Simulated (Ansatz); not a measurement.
**Hf3TiN4: a trial structure relaxed**

Aim: relax a trial structure of Hf3TiN4 and see where it ends.

Program: Ansatz 0.2.0. Level of theory: DFT PBE, scalar-relativistic, plane waves, PAW, unless a step's input says otherwise. These are calculated values, not measurements.

## Step 1: The system as given

Symmetry: P-6m2, No. 187, hexagonal system. Conventional cell: a = 3.113 Å, b = 3.113 Å, c = 10.745 Å, α = 90.00°, β = 90.00°, γ = 120.00°. Hf (site symmetry -6m2) is surrounded by 6 N at 2.26 Å. Around Hf (site symmetry 3m) lie 6 N at 2.25 to 2.27 Å. Ti (site symmetry -6m2) has 6 N at 2.20 Å in its first shell of neighbours. N (site symmetry 3m) is surrounded by 6 Hf at 2.26 to 2.27 Å. N (site symmetry 3m) is surrounded by 3 Ti at 2.20 Å and 3 Hf at 2.25 Å.

Coordinates:

```cif
data_structure
_symmetry_space_group_name_H-M 'P-6m2'
_symmetry_Int_Tables_number 187
_cell_length_a 3.1134
_cell_length_b 3.1134
_cell_length_c 10.7452
_cell_angle_alpha 90.000
_cell_angle_beta 90.000
_cell_angle_gamma 120.000
_cell_volume 90.20
loop_
_atom_site_label
_atom_site_type_symbol
_atom_site_symmetry_multiplicity
_atom_site_Wyckoff_symbol
_atom_site_fract_x
_atom_site_fract_y
_atom_site_fract_z
_atom_site_occupancy
Hf1 Hf 1 f 0.66667 0.33333 0.50000 1
Hf2 Hf 2 h 0.33333 0.66667 0.75596 1
Ti1 Ti 1 e 0.66667 0.33333 0.00000 1
N1 N 2 g 0.00000 0.00000 0.62749 1
N2 N 2 g 0.00000 0.00000 0.11844 1
```

The start is the relaxed end of an invented cell (made as: elements ordered on the sites of the HfN type, Ti/Hf on Hf (P-6m2, No. 187)), taken up again for a closer look.

## Step 2: Probe: one point on a coarse mesh

Input file input.yaml:

```yaml
crystal:
  lattice:
    - [3.1133676, 0.0, 0.0]
    - [-1.5566838, 2.6962554, 0.0]
    - [0.0, 0.0, 10.7451938]
  atoms:
    - { symbol: Hf, position: [0.6666667, 0.3333333, 0.5] }
    - { symbol: Hf, position: [0.3333333, 0.6666667, 0.755959] }
    - { symbol: Hf, position: [0.3333333, 0.6666667, 0.244041] }
    - { symbol: Ti, position: [0.6666667, 0.3333333, 0.0] }
    - { symbol: "N", position: [0.0, 0.0, 0.627494] }
    - { symbol: "N", position: [0.0, 0.0, 0.118442] }
    - { symbol: "N", position: [0.0, 0.0, 0.881558] }
    - { symbol: "N", position: [0.0, 0.0, 0.372506] }
basis:
  ecutwfc: 420
kpoints:
  mp_grid: { grid: [6, 6, 2] }
hamiltonian:
  xc: pbe
scf:
  occupations: { method: gaussian, width: 0.1 }
  lower_state_search: "off"
output:
  forces: true
  stress: true
  eigenvalues: true
```

On the command line:

```bash
> ansatz run input.yaml --threads 4 --pin off --max-ram 8192MiB --backend cpu --events-out ev --progress --plain --runs-dir out
```

The log of the run (excerpt; [...] marks lines left out):

```text
[...]
SCF converged after 10 iterations
Free energy (F): -51212.555257 eV
[...]
E sigma→0 (E₀):  -51212.547496 eV
Entropy (-TS):   -0.015522 eV (-1.940 meV/atom)
Fermi energy:    21.379913 eV
[...]
--- Forces (eV/Å), atoms counted from 1 ---
  atom   1  Hf     0.00000000     0.00000000    -0.00000000
  atom   2  Hf     0.00000000    -0.00000000    -0.06465997
  atom   3  Hf     0.00000000    -0.00000000     0.06465997
  atom   4  Ti     0.00000000     0.00000000    -0.00000000
  atom   5  N      0.00000000    -0.00000000     0.02176177
  atom   6  N     -0.00000000     0.00000000    -0.04434378
  atom   7  N     -0.00000000     0.00000000     0.04434378
  atom   8  N      0.00000000    -0.00000000    -0.02176177
[...]
--- Stress (GPa, compression-positive) ---
       -0.466255       0.000000      -0.000000
       -0.000000      -0.466255      -0.000000
       -0.000000      -0.000000       1.090395
  P = ⅓ Tr σ = 0.0526 GPa (0.526 kbar)
--- Band table (eV; the first three rows and the last of 14) ---
[...]
```

Wall time 3 s (4 threads of Arm Neoverse V1, shared host); peak memory 0.46 GiB.

From the probe: pressure 0.1 GPa, largest force 0.06 eV/Å, gap on this mesh none (metal). The relaxation goes to the converged mesh at once.

## Step 3: Spin check on a coarse mesh

Edit input.yaml of step 2 so:

```diff
@@ -9,3 +9,3 @@
     - { symbol: Hf, position: [0.3333333, 0.6666667, 0.244041] }
-    - { symbol: Ti, position: [0.6666667, 0.3333333, 0.0] }
+    - { symbol: Ti, position: [0.6666667, 0.3333333, 0.0], spin: 1.0 }
     - { symbol: "N", position: [0.0, 0.0, 0.627494] }
@@ -27 +27,4 @@
   eigenvalues: true
+  populations: true
+magnetization:
+  spin_polarized: true
```

On the command line:

```bash
> ansatz run input.yaml --threads 4 --pin off --max-ram 8192MiB --backend cpu --events-out ev --progress --plain --runs-dir out
```

The log of the run (excerpt; [...] marks lines left out):

```text
[...]
SCF converged after 24 iterations
Magnetization: 0.0000 μB (55.0000 up, 55.0000 down)
Absolute magnetization: 0.0000 μB (∫|ρ↑−ρ↓|, with the PAW one-centre terms)
Spin contamination: 0.0000 ħ² per cell (⟨S²⟩ above its minimum at these occupations)
[...]
Free energy (F): -51212.555257 eV
[...]
E sigma→0 (E₀):  -51212.547496 eV
Entropy (-TS):   -0.015522 eV (-1.940 meV/atom)
Fermi energy:    21.379917 eV
[...]
--- Forces (eV/Å), atoms counted from 1 ---
  atom   1  Hf    -0.00000000     0.00000000    -0.00000000
  atom   2  Hf    -0.00000000    -0.00000000    -0.06494406
  atom   3  Hf    -0.00000000    -0.00000000     0.06494406
  atom   4  Ti     0.00000000     0.00000000    -0.00000000
  atom   5  N     -0.00000000    -0.00000000     0.02178611
  atom   6  N     -0.00000000     0.00000000    -0.04438115
  atom   7  N     -0.00000000     0.00000000     0.04438115
  atom   8  N     -0.00000000    -0.00000000    -0.02178611
[...]
--- Stress (GPa, compression-positive) ---
       -0.466382       0.000000      -0.000000
        0.000000      -0.466382      -0.000000
       -0.000000      -0.000000       1.090494
  P = ⅓ Tr σ = 0.0526 GPa (0.526 kbar)
--- Band table (eV; the first three rows and the last of 28) ---
[...]
--- Löwdin populations: 8 sites ---
  site symbol       q [e]    m [muB]
     0     Hf     25.2982    -0.0000
     1     Hf     25.2898     0.0000
     2     Hf     25.2898     0.0000
     3     Ti     11.1272     0.0000
     4      N      5.6541     0.0000
     5      N      5.7046     0.0000
     6      N      5.7046     0.0000
     7      N      5.6541     0.0000
  spilling = 0.002524 (of n_electrons = 110.000000)
```

It took 14 s on 4 threads of Arm Neoverse V1, shared host; peak memory 0.52 GiB.

By site:

```
atom  Löwdin electrons
 Hf1             25.30
 Hf2             25.29
 Hf3             25.29
 Ti4             11.13
  N5              5.65
  N6              5.70
  N7              5.70
  N8              5.65
```

The Löwdin counts miss 0.28 of the 110 electrons, which the atomic orbitals do not span, so they are no charges.

The same cell is solved with trial moments on Ti. The largest site moment that stays is 0.00 μB and the cell's total 0.00 μB. The workflow keeps spin only above 0.25 μB on a site, so the next run goes without spin.

## Step 4: Full relaxation

Edit input.yaml of step 3 so:

```diff
@@ -9,3 +9,3 @@
     - { symbol: Hf, position: [0.3333333, 0.6666667, 0.244041] }
-    - { symbol: Ti, position: [0.6666667, 0.3333333, 0.0], spin: 1.0 }
+    - { symbol: Ti, position: [0.6666667, 0.3333333, 0.0] }
     - { symbol: "N", position: [0.0, 0.0, 0.627494] }
@@ -17,3 +17,3 @@
 kpoints:
-  mp_grid: { grid: [6, 6, 2] }
+  mp_grid: { grid: [12, 12, 4] }
 hamiltonian:
@@ -22,3 +22,2 @@
   occupations: { method: gaussian, width: 0.1 }
-  lower_state_search: "off"
 output:
@@ -27,4 +26,6 @@
   eigenvalues: true
-  populations: true
-magnetization:
-  spin_polarized: true
+relax:
+  adjacent_minimum: "off"
+  f_tol: 0.01
+  max_steps: 80
+  cell: { stress_tol: 0.05 }
```

On the command line:

```bash
> ansatz run input.yaml --threads 4 --pin off --max-ram 8192MiB --backend cpu --events-out ev --progress --plain --runs-dir out
```

The log of the run (excerpt; [...] marks lines left out):

```text
Warning: RAYON_NUM_THREADS=4 ignored (pool sized by the plan → 4); use --threads N
[...]
Pseudopotentials: kind: paw
Pseudopotential: Hf, paw, valence charge 26, recommended cutoff 420 eV (normal), Hf.paw.azcp
Pseudopotential: Ti, paw, valence charge 12, recommended cutoff 420 eV (normal), Ti.paw.azcp
Pseudopotential: N, paw, valence charge 5, recommended cutoff 420 eV (normal), N.paw.azcp
Functional definition: PBE
[...]
Crystal: 8 atoms, lattice volume = 90.200 Å³
Basis set: ecut = 420 eV, 1751 PW (Γ), exchange–correlation on 48×48×144 points (8 copies of the dense FFT grid, shifted against one another)
Bands: 66, of which v1, the nominal top of the filled ones, is band 55 counted from 1 (54 counted from 0)
Symmetry: 12 space group operations
Space group: P-6m2 (ITA 187), of the structure as read, at distance tolerance 4.5e-5 Å
k-points: 57 of 576 (time reversal used)
[...]
        0.000000       0.004504      -0.000000
       -0.000000      -0.000000      -0.009337
  P = ⅓ Tr σ = -0.0001 GPa (-0.001 kbar)
--- Band table (eV; the first three rows and the last of 57) ---
[...]
--- Relaxed structure (1 steps of the walk, 1 accepted, 1 SCFs on fresh bases) ---
  F+E_penalty+E_count = -51212.58160805 eV   max|allowed force component| = 1.709e-3 eV/Å   (the final SCF, on the basis selected at the relaxed cell)
  cell:  # Å, volume = 90.1998 Å³
    - [3.1133675809939825, 0.0, 0.0]
    - [-1.5566837904969912, 2.6962554164596946, 0.0]
    - [0.0, 0.0, 10.7451938]
  atoms:
    - { symbol: Hf, position: [0.6666666666666666, 0.3333333333333333, 0.5] }
    - { symbol: Hf, position: [0.3333333333333333, 0.6666666666666666, 0.755959] }
    - { symbol: Hf, position: [0.3333333333333333, 0.6666666666666666, 0.244041] }
    - { symbol: Ti, position: [0.6666666666666666, 0.3333333333333333, 0.0] }
    - { symbol: N, position: [0.0, 0.0, 0.627494] }
    - { symbol: N, position: [0.0, 0.0, 0.118442] }
    - { symbol: N, position: [0.0, 0.0, 0.881558] }
    - { symbol: N, position: [0.0, 0.0, 0.372506] }
```

It took 26 s on 4 threads of Arm Neoverse V1, shared host; peak memory 0.61 GiB.

Step by step:

```csv
step,energy from step 1 (eV/cell),largest force component (eV/Å),pressure (GPa),volume (Å³)
1,0.0000,0.0017,0.00,90.20
2,0.0000,0.0017,0.00,90.20
```

Step 1 is the start. Step 2 repeats the geometry before it on a plane-wave basis chosen anew for that cell, so its energy need not be comparable with the rows above.

|  | before | after | change |
| --- | --- | --- | --- |
| a (Å) | 3.113 | 3.113 | 0.0 % |
| b (Å) | 3.113 | 3.113 | 0.0 % |
| c (Å) | 10.745 | 10.745 | 0.0 % |
| volume (Å³/atom) | 11.27 | 11.27 | 0.0 % |
| shortest distance (Å) | 2.202 | 2.202 | 0.0 % |
| space group (0.01 Å) | P-6m2 | P-6m2 | same |

Forces and stress were held to the start's 12 operations: a distortion of lower symmetry was not tested.

## Step 5: Variant: xc revpbe, chi_scale 0.1

Edit input.yaml of step 4 so:

```diff
@@ -19,9 +19,10 @@
 hamiltonian:
-  xc: pbe
+  xc: revpbe
 scf:
   occupations: { method: gaussian, width: 0.1 }
+  initial_density: { chi_scale: 0.1 }
 output:
   forces: true
+  eigenvalues: true
   stress: true
-  eigenvalues: true
 relax:
```

On the command line:

```bash
> ansatz run input.yaml --threads 4 --pin off --max-ram 8192MiB --backend cpu --events-out ev --progress --plain --runs-dir out
```

The log of the run (excerpt; [...] marks lines left out):

```text
Warning: RAYON_NUM_THREADS=4 ignored (pool sized by the plan → 4); use --threads N
[...]
[... 4 set-up lines as earlier in the session ...]
Functional definition: revPBE
[...]
Crystal: 8 atoms, lattice volume = 90.200 Å³
Basis set: ecut = 420 eV, 1751 PW (Γ), exchange–correlation on 48×48×144 points (8 copies of the dense FFT grid, shifted against one another)
Bands: 66, of which v1, the nominal top of the filled ones, is band 55 counted from 1 (54 counted from 0)
[... 2 set-up lines as earlier in the session ...]
k-points: 57 of 576 (time reversal used)
[...]
  cell:  # Å, volume = 91.4268 Å³
    - [3.127353258847002, -2.8522945778689462e-33, 1.6044157000512824e-33]
    - [-1.563676629423501, 2.708367368769555, 4.5149215734026075e-19]
    - [4.922075086955537e-33, 1.799299391365255e-18, 10.794164791865152]
  atoms:
    - { symbol: Hf, position: [0.6666666666666666, 0.3333333333333333, 0.5] }
    - { symbol: Hf, position: [0.3333333333333333, 0.6666666666666666, 0.7558795839170256] }
    - { symbol: Hf, position: [0.3333333333333333, 0.6666666666666666, 0.24412041608297477] }
    - { symbol: Ti, position: [0.6666666666666666, 0.3333333333333333, -1.9549593504685566e-20] }
    - { symbol: N, position: [-2.4378352041798942e-21, -4.8756704083597885e-21, 0.6274278816300312] }
    - { symbol: N, position: [7.652578812760543e-21, 1.530515762552117e-20, 0.11864955137028564] }
    - { symbol: N, position: [-7.652578812760447e-21, -1.5305157625520798e-20, 0.8813504486297143] }
    - { symbol: N, position: [2.4378352041795572e-21, 4.8756704083591144e-21, 0.3725721183699689] }
```

It took 1.9 min on 4 threads of Arm Neoverse V1, shared host; peak memory 0.61 GiB.

| run | ending | energy change | pressure (GPa) | gap (eV) | force (eV/Å) | cycles | time |
| --- | --- | --- | --- | --- | --- | --- | --- |
| step 4 | converged | - | 0.0 | 0.00 | 0.00 | - | 26 s |
| variant | converged | not comparable | 0.0 | 0.00 | 0.00 | - | 1.9 min |

Total energies don't compare across a change of functional; the final volume goes from 90.20 to 91.43 Å³. Cost: 1.9 min against 26 s.

## Step 6: Results

| quantity | value |
| --- | --- |
| symmetry at the end (tolerance 0.05 Å) | space group P-6m2 (No. 187) |
| conventional cell | a = 3.113 Å, b = 3.113 Å, c = 10.745 Å, α = 90.00°, β = 90.00°, γ = 120.00° |
| volume | 11.27 Å³/atom |
| energy over the elements (uncorrected; H, N, O, F and Cl as molecules) | -1.60 eV/atom |
| gap on the mesh | none (metal) |

What this shows: The space group P-6m2 (No. 187) is kept, at nearly the size of the first guess. It lies below the elements, which doesn't yet make it stable: competing phases were not computed in this session. No finished test with a distortion of lower symmetry is shown, so the end may be a saddle point. The runs treat Hf without spin-orbit coupling. Other magnetic orders were not searched.
